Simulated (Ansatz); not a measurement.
## ClH4NOSn, SMILES [NH2][SnH]([OH])[Cl]: a single point from an input written key by key, step by step

With Ansatz 0.2.0, Python API.

Input file `input.yaml`:
```yaml
crystal:
  periodic: [false, false, false]
  atoms:
    - { symbol: "N", position_ang: [-0.4151, 1.5541, 0.2667] }
    - { symbol: Sn, position_ang: [0.1593, -0.3661, 0.2227] }
    - { symbol: O, position_ang: [1.446, -0.611, -1.25] }
    - { symbol: Cl, position_ang: [-1.6156, -1.7589, -0.1458] }
    - { symbol: H, position_ang: [-1.1936, 1.6602, 0.9789] }
    - { symbol: H, position_ang: [-0.9424, 1.7904, -0.6579] }
    - { symbol: H, position_ang: [0.9347, -0.761, 1.7604] }
    - { symbol: H, position_ang: [1.7189, -1.5649, -1.2309] }
basis:
  gaussian: { orbitals: def2-SVP }
hamiltonian:
  xc: b3lyp
output:
  forces: true
```

Typed at the interpreter:
```pycon
>>> import ansatz as az
>>> import numpy as np
>>> import pandas as pd
>>> session = az.Session.from_deck("input.yaml")
>>> summary = session.plan(threads=1).execute().report
>>> for key in ("converged", "free_energy_ev", "reference_energy_ev", "n_frozen", "n_occupied", "n_virtual"):
...     print(f"{key:22s} {summary[key]}")
...
converged              True
free_energy_ev         -21952.927223280072
reference_energy_ev    -21952.927223280072
n_frozen               0
n_occupied             [29, 29]
n_virtual              [63, 63]
>>> symbols = ["N", "Sn", "O", "Cl", "H", "H", "H", "H"]
>>> state = summary["mean_field"]["state"]
>>> print(f"mean field: {state['energy']['hartree']:.7f} Ha, <S^2> = {abs(state['spin_squared']):.4f}, stability: {state.get('stability', {}).get('kind')}")
mean field: -806.7551952 Ha, <S^2> = 0.0000, stability: minimum
>>> forces = np.array(summary["forces_ev_ang"])
>>> print("largest force", round(float(np.linalg.norm(forces, axis=1).max()), 4), "eV/A, rms", round(float(np.sqrt((forces ** 2).mean())), 4))
largest force 3.1842 eV/A, rms 1.0504
>>> charges = summary["charge_distribution"]
>>> table = pd.DataFrame({"atom": symbols, "mulliken": charges["mulliken_charges_e"], "lowdin": charges["lowdin_charges_e"]})
>>> table.round(3)
  atom  mulliken  lowdin
0    N    -0.395  -0.043
1   Sn     0.780   0.048
2    O    -0.464  -0.060
3   Cl    -0.278   0.062
4    H     0.131   0.027
5    H     0.141   0.047
6    H    -0.110  -0.082
7    H     0.195   0.001
>>> print("dipole (e A):", np.round(charges["dipole_moment_e_ang"], 4) + 0.0)
dipole (e A): [-0.1072 -0.0316  0.2063]
```

Caveats:
- Total energies depend on the basis set; only differences at equal settings carry meaning.
- The geometry is a force-field or estimated start, not a minimum of this method, and the basis set is short of its limit.
- The Löwdin charges here are taken after orthogonalising the functions within each atom; they differ from plain Löwdin charges, and their signs can be unphysical.
- Run time: 3.7 s on 1 thread of Arm Neoverse V2 (shared host), peak memory 0.28 GiB.
